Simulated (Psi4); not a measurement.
# BHSBr (SMILES S[B]Br): UBHLYP/aug-cc-pVDZ

What is the energy change on altering one bond length of BHSBr at UBHLYP/aug-cc-pVDZ? 

Program for the calculation: Psi4 1.11.

2 further runs of the same task are left out: 2 set aside as unsound or not needed.

### Step 1. The molecule

BHSBr: 4 atoms, total charge 0, spin state doublet. SMILES: `S[B]Br`. Geometry: relaxed at PBE0-D4/def2-TZVP.

Bond lengths: S1–B2 1.761 Å, B2–Br3 1.882 Å, S1–H4 1.345 Å. Angles: S1–B2–Br3 124.8°, B2–S1–H4 96.6°.

### Step 2. Energy and forces at UBHLYP/aug-cc-pVDZ

Input file job.in:

```
memory 1600 mb

molecule m {
  0 2
  S
  B 1 1.761198
  Br 2 1.882365 1 124.77711
  H 1 1.345219 2 96.56007 3 179.99012
  symmetry c1
  no_reorient
  no_com
}

set {
  reference            uks
  puream               true
  e_convergence        1e-09
  d_convergence        1e-08
  scf_type             pk
  dft_radial_points    99
  dft_spherical_points 590
  maxiter              200
}

e_tot, wfn = gradient("bhhlyp/aug-cc-pVDZ", return_wfn=True)
oeprop(wfn, "WIBERG_LOWDIN_INDICES", "LOWDIN_CHARGES", "MAYER_INDICES")
print_variables()
```

Command:

```console
psi4 -n 1 job.in job.out
```

job.out, cut to the lines that bear on the results:

```text
[...]
  Running in c1 symmetry.
[...]
  Nuclear repulsion =  176.893247660868411
[...]
  Multiplicity = 2
[...]
  Nalpha       = 29
  Nbeta        = 28
[...]
    Number of basis functions: 95
[...]
   @UKS iter   1: -2997.60539380293585   -1.55949e+00   6.56690e-03 DIIS/ADIIS
[...]
   @UKS iter  13: -2997.74586981672519   -1.68257e-11   7.22575e-09 DIIS
[...]
   @S^2 Observed:                7.541191029E-01
[...]
    Orbital Energies [Eh]
    ---------------------
    Alpha Occupied:
       1A   -485.646173     2A    -90.096992     3A    -63.565444
       4A    -57.206559     5A    -57.205073     6A    -57.204960
       7A     -9.169171     8A     -8.370089     9A     -7.184942
      10A     -6.914451    11A     -6.907842    12A     -6.907100
      13A     -6.226623    14A     -6.224861    15A     -6.221515
      16A     -2.884319    17A     -2.882076    18A     -2.881263
      19A     -2.875484    20A     -2.875457    21A     -0.916298
      22A     -0.869745    23A     -0.574161    24A     -0.489506
      25A     -0.447814    26A     -0.400803    27A     -0.387538
      28A     -0.345040    29A     -0.265685
    Alpha Virtual:
[...]
  @UKS Final Energy: -2997.74586981672519
   => Energetics <=
    Nuclear Repulsion Energy =            176.8932476608684112
    One-Electron Energy =               -4517.4758043347792409
    Two-Electron Energy =                1404.8225936060296135
    DFT Exchange-Correlation Energy =     -61.9859067488445916
    Empirical Dispersion Energy =           0.0000000000000000
    VV10 Nonlocal Energy =                  0.0000000000000000
    Total Energy =                      -2997.7458698167251896
[...]
 Multipole Moments:
 ------------------------------------------------------------------------------------
     Multipole            Electronic (a.u.)      Nuclear  (a.u.)        Total (a.u.)
 ------------------------------------------------------------------------------------
 L = 1.  Multiply by 2.5417464519 to convert [e a0] to [Debye]
 Dipole X            :          0.0001827           -0.0002319           -0.0000493
 Dipole Y            :         -5.6484410            6.0182190            0.3697781
 Dipole Z            :          8.7531768           -9.0748353           -0.3216585
 Magnitude           :                                                    0.4901021
[...]
  -Total Gradient:
     Atom            X                  Y                   Z
    ------   -----------------  -----------------  -----------------
       1        0.000001257418     0.000039334732     0.006214401313
       2        0.000002987680    -0.002951592018    -0.004007419438
       3       -0.000002043174     0.003887462537    -0.003097331647
       4       -0.000002200071    -0.000976706024     0.000886726586
[...]
```

Wall time 2.7 min (1 thread of Intel Xeon Platinum 8259CL at 2.50GHz (Skylake/Cascade Lake), shared host); peak memory 0.87 GiB.

### Step 3. The distorted shape at the same level

Input file calc.in:

```
memory 1600 MB

molecule {
  0 2
  S
  B 1 2.2896
  Br 2 1.882365 1 124.77711
  H 1 1.345219 2 96.56008 3 179.99013
  symmetry c1
}

set globals {
  basis aug-cc-pVDZ
  reference uks
  puream true
  e_convergence 1e-09
  d_convergence 1e-08
  scf_type pk
  dft_radial_points 99
  dft_spherical_points 590
  maxiter 200
}

energy_value, wavefunction = gradient('bhhlyp', return_wfn=True)
oeprop(wavefunction, 'MULLIKEN_CHARGES', 'LOWDIN_CHARGES', 'MAYER_INDICES')
print_variables()
```

Command:

```console
psi4 calc.in calc.out -n 1
```

calc.out, cut to the lines that bear on the results:

```text
[...]
  Running in c1 symmetry.
[...]
  Nuclear repulsion =  159.059723068126345
[...]
  Multiplicity = 2
[...]
  Nalpha       = 29
  Nbeta        = 28
[...]
    Number of basis functions: 95
[...]
   @UKS iter   1: -2997.54468842610140   -1.82632e+00   6.70383e-03 ADIIS/DIIS
[...]
   @UKS iter  14: -2997.69595769799480   -3.04681e-11   8.51729e-09 DIIS
[...]
   @S^2 Observed:                7.639139532E-01
[...]
  @UKS Final Energy: -2997.69595769799480
   => Energetics <=
    Nuclear Repulsion Energy =            159.0597230681263454
    One-Electron Energy =               -4481.2761860400178193
    Two-Electron Energy =                1386.4396710349756177
    DFT Exchange-Correlation Energy =     -61.9191657610785384
    Empirical Dispersion Energy =           0.0000000000000000
    VV10 Nonlocal Energy =                  0.0000000000000000
    Total Energy =                      -2997.6959576979947997
[...]
 Multipole Moments:
 ------------------------------------------------------------------------------------
     Multipole            Electronic (a.u.)      Nuclear  (a.u.)        Total (a.u.)
 ------------------------------------------------------------------------------------
 L = 1.  Multiply by 2.5417464519 to convert [e a0] to [Debye]
 Dipole X            :          0.0001814           -0.0002317           -0.0000503
 Dipole Y            :         -5.9379471            6.0182190            0.0802720
 Dipole Z            :         11.2711685          -10.7774738            0.4936947
 Magnitude           :                                                    0.5001780
[...]
  -Total Gradient:
     Atom            X                  Y                   Z
    ------   -----------------  -----------------  -----------------
       1       -0.000000049074     0.005975643826    -0.060458205427
       2        0.000001468050    -0.002292180362     0.059308132646
       3       -0.000000721330    -0.002959374066     0.005777553362
       4       -0.000000704145    -0.000721328654    -0.004621174982
[...]
```

It took 2.3 min on 1 thread of Intel Xeon Platinum 8259CL at 2.50GHz (Skylake/Cascade Lake), shared host; peak memory 0.87 GiB.

### Step 4. What came out

At UBHLYP/aug-cc-pVDZ:

| quantity | value |
| --- | --- |
| first shape: total energy | -2997.74587 Eh |
| first shape: dipole moment | 1.25 D |
| first shape: HOMO energy (highest over α and β) | -7.23 eV |
| first shape: LUMO energy (lowest over α and β) | -1.30 eV |
| first shape: ⟨S²⟩ | 0.754 |
| first shape: largest force on an atom | 0.320 eV/Å |
| distorted shape: total energy | -2997.69596 Eh |
| distorted shape: dipole moment | 1.27 D |
| distorted shape: HOMO energy (highest over α and β) | -7.82 eV |
| distorted shape: LUMO energy (lowest over α and β) | -2.23 eV |
| distorted shape: ⟨S²⟩ | 0.764 |
| distorted shape: largest force on an atom | 3.124 eV/Å |
| energy change with the S1–B2 bond stretched from 1.761 to 2.290 Å | 1.358 eV |

What this shows: With the S1–B2 bond stretched from 1.761 to 2.290 Å the energy rises by 1.36 eV (31 kcal/mol). The first shape isn't relaxed at this level, so the change isn't measured from a minimum. The largest force (first shape) is 0.32 eV/Å: the shape isn't a stationary point for this species at this level. Mulliken charges (distorted shape) run from -0.24 on S1 to +0.14 on B2; in a basis this large or diffuse they mean little.
